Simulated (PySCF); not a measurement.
# One shape, several levels: [WClO3]− (SMILES [O]=[W-](=[O])(=[O])[Cl])

Aim: a comparison of 6 runs (HF/def2-SVP, HF/def2-SVPD, PBE0/def2-SVP, BLYP/def2-SVPD, MP2/def2-TZVP, CCSD(T)/def2-SVP) of [WClO3]−. Input form: a Python script.

The calculation is run with PySCF 2.14.0.

## 1. The system as given

[WClO3]− has 5 atoms, charge -1, and is taken as a singlet. As SMILES, `[O]=[W-](=[O])(=[O])[Cl]`. The shape comes from GFN2-xTB, which is rough for such elements, and wasn't checked as a minimum.

Bond lengths: W1–O2 1.705 Å, W1–O3 1.705 Å, W1–O4 1.705 Å, W1–Cl5 2.270 Å. Angles: O2–W1–O3 113.9°, O2–W1–O4 113.9°, O2–W1–Cl5 104.7°, O3–W1–O4 113.8°, O3–W1–Cl5 104.5°, O4–W1–Cl5 104.7°.

## 2. Energy and forces at HF/def2-SVP (core potential) (run 1)

input.py

```python
import pyscf.grad
from pyscf import gto

mol = gto.M(
    atom='''
W      0.173061     0.301657     0.126857
O      0.060887     0.034676     3.335574
O      3.145411     0.080162    -1.095644
O     -1.532001     2.775082    -1.036250
Cl    -1.847358    -3.191577    -1.330537
''',
    spin=0,
    basis='def2-svp',
    max_memory=1860,
    charge=-1,
    unit='bohr',
    verbose=3,
    ecp={'W': 'def2-svp'},
)

mf = mol.RHF()
mf.conv_tol = 1e-10
mf.kernel()
if not mf.converged:
    mf = mf.newton().run(mf.mo_coeff, mf.mo_occ)

etot = mf.e_tot
print('E = %.10f Eh' % etot)
grad = mf.Gradients().kernel()
mf.analyze()
```

Launch:

```
$ OMP_NUM_THREADS=1 python input.py
```

Log:

```text
converged SCF energy = -750.345817038031
[... 13 lines left out ...]
MO #4   energy= -20.3603861316378  occ= 2
[... 7 lines left out ...]
MO #12  energy= -1.85840356739592  occ= 2
[... 7 lines left out ...]
MO #20  energy= -0.3851131101287   occ= 2
[... 7 lines left out ...]
MO #28  energy= -0.272217233390764 occ= 2
[... 7 lines left out ...]
MO #36  energy= 0.41383525464867   occ= 0
[... 7 lines left out ...]
MO #44  energy= 0.935744948654867  occ= 0
[... 7 lines left out ...]
MO #52  energy= 1.24674288075924   occ= 0
[... 7 lines left out ...]
MO #60  energy= 1.49094584636081   occ= 0
[... 7 lines left out ...]
MO #68  energy= 1.74396855913676   occ= 0
[... 7 lines left out ...]
MO #76  energy= 3.16185610824699   occ= 0
[... 7 lines left out ...]
MO #84  energy= 3.43325531130561   occ= 0
[... 7 lines left out ...]
MO #92  energy= 576.216378424511   occ= 0
[... 7 lines left out ...]
WARN: System has nonzero charge -1; the dipole moment is origin-dependent.
Location of origin: [0. 0. 0.]

Dipole moment(X, Y, Z, Debye): -0.56665, -0.96800, -0.40028
```

Wall time 21 s (1 thread of Intel Xeon at 2.50GHz (Skylake/Cascade Lake), shared host); peak memory 0.19 GiB.

## 3. Energy and gradient at HF/def2-SVPD (core potential) (run 2)

calc.py

```python
import pyscf.grad
from pyscf import gto, scf

molecule = gto.Mole()
molecule.atom = [
    ('W', (0.091580, 0.159630, 0.067130)),
    ('O', (0.032220, 0.018350, 1.765110)),
    ('O', (1.664480, 0.042420, -0.579790)),
    ('O', (-0.810700, 1.468510, -0.548360)),
    ('Cl', (-0.977580, -1.688910, -0.704090)),
]
molecule.max_memory = 1860
molecule.basis = 'def2-svpd'
molecule.ecp = {'W': 'def2-svp'}
molecule.verbose = 3
molecule.charge = -1
molecule.build()

hf = scf.RHF(molecule)
hf.conv_tol = 1e-10
hf.kernel()
if not hf.converged:
    hf = hf.newton().run(hf.mo_coeff, hf.mo_occ)

e_tot = hf.e_tot
print(f'total energy: {e_tot:.8f} hartree')
grad = hf.Gradients().kernel()
hf.analyze()
```

Launch:

```
$ OMP_NUM_THREADS=1 python calc.py
```

Log:

```text
converged SCF energy = -750.377060598636
[... 19 lines left out ...]
MO #10  energy= -1.89282017949076  occ= 2
[... 10 lines left out ...]
MO #21  energy= -0.394208968258124 occ= 2
[... 10 lines left out ...]
MO #32  energy= 0.226379001130795  occ= 0
[... 10 lines left out ...]
MO #43  energy= 0.36623393405963   occ= 0
[... 10 lines left out ...]
MO #54  energy= 0.526213695820448  occ= 0
[... 10 lines left out ...]
MO #65  energy= 0.730830502064763  occ= 0
[... 10 lines left out ...]
MO #76  energy= 0.993151153216729  occ= 0
[... 10 lines left out ...]
MO #87  energy= 1.38591695000916   occ= 0
[... 10 lines left out ...]
MO #98  energy= 1.76093198928119   occ= 0
[... 10 lines left out ...]
MO #109 energy= 2.2073341748963    occ= 0
[... 10 lines left out ...]
MO #120 energy= 3.40362374670944   occ= 0
[... 10 lines left out ...]
MO #131 energy= 576.757422417391   occ= 0
[... 1 line left out ...]
WARN: Weak orthogonality for localized orbitals 1.7121185838230495e-09

 ** Mulliken atomic charges  **
charge of    0W =      2.77686
charge of    1O =     -1.01528
charge of    2O =     -1.01439
charge of    3O =     -1.01926
charge of    4Cl =     -0.72793

WARN: System has nonzero charge -1; the dipole moment is origin-dependent.
Location of origin: [0. 0. 0.]

Dipole moment(X, Y, Z, Debye): -0.52446, -0.89705, -0.37160
```

It took 55 s on 1 thread of Intel Xeon at 2.50GHz (Skylake/Cascade Lake), shared host; peak memory 0.4 GiB.

Runs 3 to 4 aren't shown in full; the table further down has their settings and results.

## 4. Energy and forces at MP2/def2-TZVP (core potential) (run 5)

input.py

```python
# [WO3Cl]-
import pyscf.grad
from pyscf import gto, scf, mp

system = gto.Mole()
system.atom = '''
W      0.173061     0.301657     0.126857
O      0.060887     0.034676     3.335574
O      3.145411     0.080162    -1.095644
O     -1.532001     2.775082    -1.036250
Cl    -1.847358    -3.191577    -1.330537
'''
system.charge = -1
system.basis = 'def2-tzvp'
system.spin = 0
system.ecp = {'W': 'def2-svp'}
system.verbose = 4
system.unit = 'bohr'
system.max_memory = 1860
system.build()

mf = scf.RHF(system)
mf.conv_tol = 1e-10
mf.kernel()
if not mf.converged:
    mf = mf.newton().run(mf.mo_coeff, mf.mo_occ)

pt = mp.MP2(mf, frozen=8).run()
etot = pt.e_tot
print('E(%s) = %.9f' % ('MP2', etot))
grad = pt.Gradients().kernel()
mf.analyze()
```

Launch:

```
$ OMP_NUM_THREADS=1 python input.py
```

Log:

```text
PySCF version 2.14.0

[INPUT] num. atoms = 5
[INPUT] num. electrons = 56
[INPUT] charge = -1
[INPUT] spin (= nelec alpha-beta = 2S) = 0
[INPUT] symmetry False subgroup None
[INPUT] Mole.unit = bohr
[INPUT] Symbol           X                Y                Z      unit          X                Y                Z       unit  Magmom
[INPUT]  1 W      0.091579937299   0.159630009914   0.067129833446 AA    0.173061000000   0.301657000000   0.126857000000 Bohr   0.0
[INPUT]  2 O      0.032220012841   0.018349748966   1.765109746137 AA    0.060887000000   0.034676000000   3.335574000000 Bohr   0.0
[INPUT]  3 O      1.664479820177   0.042419903582  -0.579789836081 AA    3.145411000000   0.080162000000  -1.095644000000 Bohr   0.0
[INPUT]  4 O     -0.810700016307   1.468510152834  -0.548359884816 AA   -1.532001000000   2.775082000000  -1.036250000000 Bohr   0.0
[INPUT]  5 Cl    -0.977579754011  -1.688909815296  -0.704089858686 AA   -1.847358000000  -3.191577000000  -1.330537000000 Bohr   0.0

[... 85 lines left out ...]
MO #5   energy= -10.4023769103089  occ= 2
[... 14 lines left out ...]
MO #20  energy= -0.384765696543439 occ= 2
[... 14 lines left out ...]
MO #35  energy= 0.36303937485548   occ= 0
[... 14 lines left out ...]
MO #50  energy= 0.81633014339073   occ= 0
[... 14 lines left out ...]
MO #65  energy= 1.35994996521962   occ= 0
[... 14 lines left out ...]
MO #80  energy= 1.94694191118019   occ= 0
[... 14 lines left out ...]
MO #95  energy= 2.50949660504711   occ= 0
[... 14 lines left out ...]
MO #110 energy= 3.32074470039076   occ= 0
[... 14 lines left out ...]
MO #125 energy= 5.72862656491671   occ= 0
[... 14 lines left out ...]
MO #140 energy= 5.91150910992249   occ= 0
[... 14 lines left out ...]
MO #155 energy= 7.31604397556232   occ= 0
[... 14 lines left out ...]
MO #170 energy= 583.952512074521   occ= 0
[... 143 lines left out ...]
pop of  4 Cl 3px          1.93498
pop of  4 Cl 3py          1.85647
pop of  4 Cl 3pz          1.95365
pop of  4 Cl 4px          0.00655
pop of  4 Cl 4py          0.01493
pop of  4 Cl 4pz          0.00453
pop of  4 Cl 5px          0.00138
pop of  4 Cl 5py          0.00318
pop of  4 Cl 5pz          0.00095
pop of  4 Cl 6px          0.00077
pop of  4 Cl 6py          0.00178
pop of  4 Cl 6pz          0.00053
pop of  4 Cl 3dxy         0.02023
pop of  4 Cl 3dyz         0.01439
pop of  4 Cl 3dz^2        0.00791
pop of  4 Cl 3dxz         0.00583
pop of  4 Cl 3dx2-y2      0.01403
pop of  4 Cl 4dxy         0.00839
pop of  4 Cl 4dyz         0.00594
pop of  4 Cl 4dz^2        0.00324
pop of  4 Cl 4dxz         0.00241
pop of  4 Cl 4dx2-y2      0.00576
pop of  4 Cl 4f-3         0.00177
pop of  4 Cl 4f-2         0.00166
pop of  4 Cl 4f-1         0.00135
pop of  4 Cl 4f+0         0.00094
pop of  4 Cl 4f+1         0.00049
pop of  4 Cl 4f+2         0.00105
pop of  4 Cl 4f+3         0.00215
 ** Mulliken atomic charges  **
charge of    0W =      4.47933
charge of    1O =     -1.54696
charge of    2O =     -1.54651
charge of    3O =     -1.55512
charge of    4Cl =     -0.83074

WARN: System has nonzero charge -1; the dipole moment is origin-dependent.
Location of origin: [0. 0. 0.]

Dipole moment(X, Y, Z, Debye): -0.57413, -0.98203, -0.40662
```

Run time: 5.1 min. Hardware: 1 thread of Intel Xeon at 2.50GHz (Skylake/Cascade Lake), shared host; peak memory 2 GiB.

## 5. A single-point energy at CCSD(T)/def2-SVP (core potential) (run 6)

mol.xyz

```xyz
5
ClO3W
W      0.091580     0.159630     0.067130
O      0.032220     0.018350     1.765110
O      1.664480     0.042420    -0.579790
O     -0.810700     1.468510    -0.548360
Cl    -0.977580    -1.688910    -0.704090
```

run.py

```python
from pyscf import gto, scf, cc

molecule = gto.Mole()
molecule.atom = 'mol.xyz'
molecule.basis = 'def2-svp'
molecule.ecp = {'W': 'def2-svp'}
molecule.charge = -1
molecule.max_memory = 1860
molecule.verbose = 3
molecule.build()

myscf = scf.RHF(molecule)
myscf.conv_tol = 1e-10
myscf.kernel()
if not myscf.converged:
    myscf = myscf.newton().run(myscf.mo_coeff, myscf.mo_occ)

mycc = cc.CCSD(myscf, frozen=8)
mycc.kernel()
e_t = mycc.ccsd_t()
e_tot = mycc.e_tot + e_t
print('Final energy', e_tot)
myscf.analyze()
```

Launch:

```
$ OMP_NUM_THREADS=1 python run.py
```

Log:

```text
converged SCF energy = -750.345817077435
[... 7 lines left out ...]
MO #4   energy= -20.3603861797626  occ= 2
[... 7 lines left out ...]
MO #12  energy= -1.85840361109314  occ= 2
[... 7 lines left out ...]
MO #20  energy= -0.385113062503935 occ= 2
[... 7 lines left out ...]
MO #28  energy= -0.272217245513984 occ= 2
[... 7 lines left out ...]
MO #36  energy= 0.41383517403912   occ= 0
[... 7 lines left out ...]
MO #44  energy= 0.935744874309292  occ= 0
[... 7 lines left out ...]
MO #52  energy= 1.24674284983598   occ= 0
[... 7 lines left out ...]
MO #60  energy= 1.49094576206981   occ= 0
[... 7 lines left out ...]
MO #68  energy= 1.74396851605871   occ= 0
[... 7 lines left out ...]
MO #76  energy= 3.16185609514123   occ= 0
[... 7 lines left out ...]
MO #84  energy= 3.43325518851281   occ= 0
[... 7 lines left out ...]
MO #92  energy= 576.216378164768   occ= 0
[... 7 lines left out ...]
WARN: System has nonzero charge -1; the dipole moment is origin-dependent.
Location of origin: [0. 0. 0.]

Dipole moment(X, Y, Z, Debye): -0.56665, -0.96800, -0.40028
```

Wall time 1.9 min (1 thread of Intel Xeon at 2.50GHz (Skylake/Cascade Lake), shared host); peak memory 0.65 GiB.

## 6. The series

| run | level | integration grid | frozen core orbitals | energy (Eh) | HOMO energy (eV) | LUMO energy (eV) | HOMO–LUMO gap (eV) | wall time |
| --- | --- | --- | --- | --- | --- | --- | --- | --- |
| 1 | HF/def2-SVP (core potential) | – | – | -750.345817 | -7.41 | 6.96 | 14.36 | 21 s |
| 2 | HF/def2-SVPD (core potential) | – | – | -750.377061 | -7.69 | 5.19 | 12.88 | 55 s |
| 3 | PBE0/def2-SVP (core potential) | 5 | – | -752.525143 | -3.33 | 4.29 | 7.63 | 63 s |
| 4 | BLYP/def2-SVPD (core potential) | 5 | – | -752.944256 | -2.07 | 2.87 | 4.94 | 97 s |
| 5 | MP2/def2-TZVP (core potential) | – | 8 | -752.179669 | -7.50 | 6.74 | 14.23 | 5.1 min |
| 6 | CCSD(T)/def2-SVP (core potential) | – | 8 | -751.426150 | -7.41 | 6.96 | 14.36 | 1.9 min |

## 7. Outcome

| quantity | value |
| --- | --- |
| run 6: total energy | -751.42615 Eh |
| run 6: HOMO energy (Hartree–Fock orbitals) | -7.41 eV |
| run 6: LUMO energy (Hartree–Fock orbitals) | 6.96 eV |
| run 6: HOMO–LUMO gap (to an unbound level, set by the basis) | 14.36 eV |
| run 6: correlation energy (8 core orbitals frozen) | -1080.3 mEh |
| run 6: (T) correction | -48.55 mEh |
| run 6: T1 diagnostic | 0.021 |

Over runs 1, 2, 3, 4 the HOMO–LUMO gap runs from 4.94 eV (BLYP/def2-SVPD) to 14.36 eV (HF/def2-SVP). The two ends differ in method and basis. The empty levels of an anion lie above zero and hang on the basis. Totals of different functionals can't be ranked against each other. All runs together took 11 min, the longest 5.1 min.
